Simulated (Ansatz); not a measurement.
# GeSiH3ClO (SMILES [SiH3][O][Ge][Cl]) at 5 levels

Wanted: a comparison of 5 runs (CAM-B3LYP/cc-pVDZ, r2SCAN/cc-pVDZ, B3LYP/6-31G*, RPA@PBE0/cc-pVDZ, CCSD/cc-pVDZ) of GeSiH3ClO. 

The results are computed with Ansatz 0.2.0.

125 further runs of the same task are left out: 125 set aside as unsound or not needed.

## Step 1: The system as given

GeSiH3ClO has 7 atoms, charge 0, and is taken as a singlet. As SMILES, `[SiH3][O][Ge][Cl]`. The Si1–H5 distance was set to 3.264 Å, away from the relaxed value. At this shape a bond of the SMILES string is far longer than usual.

Bond lengths: Si1–O2 1.655 Å, O2–Ge3 1.768 Å, Ge3–Cl4 2.210 Å, Si1–H6 1.484 Å, Si1–H7 1.484 Å. Angles: Si1–O2–Ge3 138.4°, O2–Ge3–Cl4 99.4°, O2–Si1–H6 110.4°, O2–Si1–H7 110.5°, H6–Si1–H7 109.7°.

## Step 2: The energy at CAM-B3LYP/cc-pVDZ (run 1)

input.yaml

```yaml
crystal:
  periodic: [false, false, false]
  atoms:
    - {symbol: Si, position_ang: [-0.549401, 0.206760, 0.942321]}
    - {symbol: O, position_ang: [-0.299301, -1.416940, 1.142721]}
    - {symbol: Ge, position_ang: [-0.657201, -2.673340, 2.333421]}
    - {symbol: Cl, position_ang: [-1.725601, -1.452540, 3.834121]}
    - {symbol: H, position_ang: [0.795900, 1.045400, -1.911300]}
    - {symbol: H, position_ang: [-2.002701, 0.507660, 0.913221]}
    - {symbol: H, position_ang: [0.096899, 0.970360, 2.038921]}
basis:
  gaussian: {orbitals: cc-pVDZ}
hamiltonian: {xc: {name: CAM-B3LYP}}
accuracy: high
output: {orbitals: {seedname: orbitals}}
```

Command:

```sh
$ ansatz run input.yaml --threads 1 --pin off --max-ram 3480MiB --events-out events.jsonl --progress --plain --runs-dir runs
```

Log:

```text
Warning: RAYON_NUM_THREADS=1 ignored (pool sized by the plan → 1); use --threads N
Functional definition: CAM-B3LYP
  name "CAM-B3LYP"
  parameter alpha = 0.19
  parameter beta = 0.46
  parameter omega = 0.33/bohr
  parameter ac = 0.81
  exchange = (1 - alpha - beta)*b88_x + beta*b88_x_sr(omega) + alpha*exact_x + beta*exact_x_lr(omega)
  correlation = (1 - ac)*vwn5_c + ac*lyp_c
2039 factors; integrals over basis functions are off by at most 4.5e-9 eV
447 factors; integrals over basis functions are off by at most 1.4e-9 eV
mean field evaluation 1: about -79009.3021 eV, gradient 5.0e1 eV
mean field evaluation 2: about -79001.4445 eV, gradient 8.1e1 eV
mean field evaluation 4: about -79014.4605 eV, gradient 4.1e0 eV
mean field evaluation 8: about -79014.6218 eV, gradient 2.6e-1 eV
mean field evaluation 16: about -79014.6222 eV, gradient 1.4e-4 eV
mean field -79014.62220302 eV, -2903.7338079264 hartree, gradient 4.6e-8 eV, S^2 0.000000; 0 other end points of the search recorded, 0 dependent functions left out
reference -79014.62222520 eV, -2903.7338087416 hartree; 37, 37 occupied and 55, 55 virtual orbitals, 2039 factors
Total energy: -79014.62222520 eV, -2903.7338087416 hartree
```

Wall time 14 s (1 thread of Arm Neoverse V1, shared host); peak memory 0.43 GiB.

## Step 3: The energy at r2SCAN/cc-pVDZ (run 2)

run.yaml

```yaml
crystal:
  periodic: [false, false, false]
  atoms:
    - {symbol: Si, position_ang: [-0.549401, 0.206760, 0.942321]}
    - {symbol: O, position_ang: [-0.299301, -1.416940, 1.142721]}
    - {symbol: Ge, position_ang: [-0.657201, -2.673340, 2.333421]}
    - {symbol: Cl, position_ang: [-1.725601, -1.452540, 3.834121]}
    - {symbol: H, position_ang: [0.795900, 1.045400, -1.911300]}
    - {symbol: H, position_ang: [-2.002701, 0.507660, 0.913221]}
    - {symbol: H, position_ang: [0.096899, 0.970360, 2.038921]}
basis:
  gaussian:
    orbitals: cc-pVDZ
total_charge: 0
hamiltonian:
  xc: r2scan
accuracy: high
output:
  orbitals: {seedname: orbitals}
```

Command:

```sh
$ ansatz run run.yaml --threads 1 --pin off --max-ram 3480MiB --events-out events.jsonl --progress --plain --runs-dir runs
```

Log:

```text
Warning: RAYON_NUM_THREADS=1 ignored (pool sized by the plan → 1); use --threads N
Functional definition: r2SCAN
  name "r2SCAN"
  parameter k0 = 0.174
  parameter k1 = 0.065
  parameter a1 = 4.9479
  exchange = r2scan_x(k0 = k0, k1 = k1, a1 = a1)
  correlation = r2scan_c
2039 factors; integrals over basis functions are off by at most 4.5e-9 eV
mean field evaluation 1: about -79003.0859 eV, gradient 5.3e1 eV
mean field evaluation 2: about -78953.1422 eV, gradient 1.5e2 eV
mean field evaluation 4: about -79004.2863 eV, gradient 2.2e1 eV
mean field evaluation 8: about -79008.3350 eV, gradient 9.8e0 eV
mean field evaluation 16: about -79009.0278 eV, gradient 2.3e-8 eV
mean field -79009.02781655 eV, -2903.5282180158 hartree, gradient 1.4e-8 eV, S^2 0.000000; 0 other end points of the search recorded, 0 dependent functions left out
reference -79009.02781735 eV, -2903.5282180452 hartree; 37, 37 occupied and 55, 55 virtual orbitals, 2039 factors
Total energy: -79009.02781735 eV, -2903.5282180452 hartree
```

It took 26 s on 1 thread of Arm Neoverse V1, shared host; peak memory 0.3 GiB.

## Step 4: A single-point energy at B3LYP/6-31G(d) (Cartesian functions) (run 3)

input.yaml

```yaml
basis:
  gaussian: {orbitals: "6-31G*"}
crystal:
  periodic: [false, false, false]
  atoms:
    - symbol: Si
      position_ang: [-0.549401, 0.206760, 0.942321]
    - symbol: O
      position_ang: [-0.299301, -1.416940, 1.142721]
    - symbol: Ge
      position_ang: [-0.657201, -2.673340, 2.333421]
    - symbol: Cl
      position_ang: [-1.725601, -1.452540, 3.834121]
    - symbol: H
      position_ang: [0.795900, 1.045400, -1.911300]
    - symbol: H
      position_ang: [-2.002701, 0.507660, 0.913221]
    - symbol: H
      position_ang: [0.096899, 0.970360, 2.038921]
accuracy: high
output: {orbitals: {seedname: orbitals}}
hamiltonian: {xc: {name: B3LYP}}
```

Command:

```sh
$ ansatz run input.yaml --threads 1 --pin off --max-ram 3480MiB --events-out events.jsonl --progress --plain --runs-dir runs
```

Log:

```text
Warning: RAYON_NUM_THREADS=1 ignored (pool sized by the plan → 1); use --threads N
Functional definition: B3LYP
  name "B3LYP"
  parameter a0 = 0.2
  parameter ax = 0.72
  parameter ac = 0.81
  exchange = (1 - a0 - ax)*slater_x + ax*b88_x + a0*exact_x
  correlation = (1 - ac)*vwn_rpa_c + ac*lyp_c
1875 factors; integrals over basis functions are off by at most 4.7e-9 eV
mean field evaluation 1: about -79000.1513 eV, gradient 5.7e1 eV
mean field evaluation 2: about -78963.7223 eV, gradient 1.4e2 eV
mean field evaluation 4: about -79004.4096 eV, gradient 1.7e1 eV
mean field evaluation 8: about -79006.3087 eV, gradient 1.4e0 eV
mean field evaluation 16: about -79006.3175 eV, gradient 1.5e-3 eV
mean field -79006.31750641 eV, -2903.4286159551 hartree, gradient 3.9e-8 eV, S^2 0.000000; 0 other end points of the search recorded, 0 dependent functions left out
reference -79006.31754869 eV, -2903.4286175088 hartree; 37, 37 occupied and 57, 57 virtual orbitals, 1875 factors
Total energy: -79006.31754869 eV, -2903.4286175088 hartree
```

Run time: 13 s. Hardware: 1 thread of Arm Neoverse V1, shared host; peak memory 0.35 GiB.

Run 4 isn't shown in full; the table further down has it.

## Step 5: A single-point energy at CCSD/cc-pVDZ (run 5)

job.yaml

```yaml
crystal:
  periodic: [false, false, false]
  atoms:
    - symbol: Si
      position_ang: [-0.549401, 0.206760, 0.942321]
    - symbol: O
      position_ang: [-0.299301, -1.416940, 1.142721]
    - symbol: Ge
      position_ang: [-0.657201, -2.673340, 2.333421]
    - symbol: Cl
      position_ang: [-1.725601, -1.452540, 3.834121]
    - symbol: H
      position_ang: [0.795900, 1.045400, -1.911300]
    - symbol: H
      position_ang: [-2.002701, 0.507660, 0.913221]
    - symbol: H
      position_ang: [0.096899, 0.970360, 2.038921]
basis:
  gaussian: {orbitals: cc-pVDZ}
correlation: {method: ccsd, frozen_orbitals: {Cl: 5, Ge: 9, H: 0, O: 1, Si: 5}}
accuracy: high
scf: {omitted_lower_state_checks: [cluster_reference, increment]}
```

Command:

```sh
$ ansatz run job.yaml --threads 1 --pin off --max-ram 3480MiB --events-out events.jsonl --progress --plain --runs-dir runs
```

Log, shortened:

```text
Warning: RAYON_NUM_THREADS=1 ignored (pool sized by the plan → 1); use --threads N
Functional definition: HF
  name "HF"
[...]
2039 factors; integrals over basis functions are off by at most 4.5e-9 eV
[...]
mean field -78920.95117240 eV, -2900.2914610438 hartree, gradient 4.8e-8 eV, S^2 0.000000; 2 other end points of the search recorded, 0 dependent functions left out; unrestricted orbitals would lower it
20 core orbitals not correlated: weight in the atoms' cores, before any rotation towards them, 1.000 or more for the frozen orbitals, at most 0.000 for the correlated occupied ones
reference -78920.95117240 eV, -2900.2914610438 hartree; 17, 17 occupied and 55, 55 virtual orbitals, 2039 factors
second order -14.49530740 eV of doubles, -0.00000000 eV of singles
cycle   1  -14.98062963 eV  change    -1.4e0 eV  update   1.6e-1
[...]
cycle  26  -16.37009997 eV  change    2.4e-9 eV  update   1.9e-9
WARN: these amplitudes may be one of several solutions (largest doubles amplitude 0.51, level shift 2.16 eV)
Total energy: -78937.32127238 eV, -2900.8930511218 hartree
Checks for a lower state left out: cluster_reference, increment
```

It took 26 s on 1 thread of Arm Neoverse V1, shared host; peak memory 0.48 GiB.

## Step 6: All runs side by side

```
run                               level  Cartesian functions  frozen core orbitals   energy (Eh)  HOMO energy (eV)  LUMO energy (eV)  HOMO–LUMO gap (eV)  wall time
  1                   CAM-B3LYP/cc-pVDZ                   no                     –  -2903.733809             -7.24             -2.47                4.77       14 s
  2                      r2SCAN/cc-pVDZ                   no                     –  -2903.528218             -5.65             -4.09                1.56       26 s
  3  B3LYP/6-31G* (Cartesian functions)                  yes                     –  -2903.428618             -6.03             -3.51                2.52       13 s
  4                    RPA@PBE0/cc-pVDZ                   no                    20  -2901.062747                 –                 –                   –       25 s
  5                        CCSD/cc-pVDZ                   no                    20  -2900.893051                 –                 –                   –       26 s
```

## Step 7: Outcome

| quantity | value |
| --- | --- |
| run 5: total energy | -2900.89305 Eh |
| run 5: correlation energy (20 core orbitals frozen) | -601.6 mEh |
| run 5: T1 diagnostic | 0.033 |

In words: Over runs 1, 2, 3 the HOMO–LUMO gap runs from 1.56 eV (r2SCAN/cc-pVDZ) to 4.77 eV (CAM-B3LYP/cc-pVDZ). Totals of different functionals can't be ranked against each other. In run 5 the T1 diagnostic is large, so a single reference may not serve. In runs 4, 5 the log says that unrestricted orbitals would lower the reference, so the values rest on an unstable closed-shell determinant (other closed-shell runs at this shape may share the fault). In runs 1, 2, 3, 4, 5 a closed-shell determinant meets a far-stretched bond, which it describes badly. All runs together took 1.7 min, the longest 26 s.
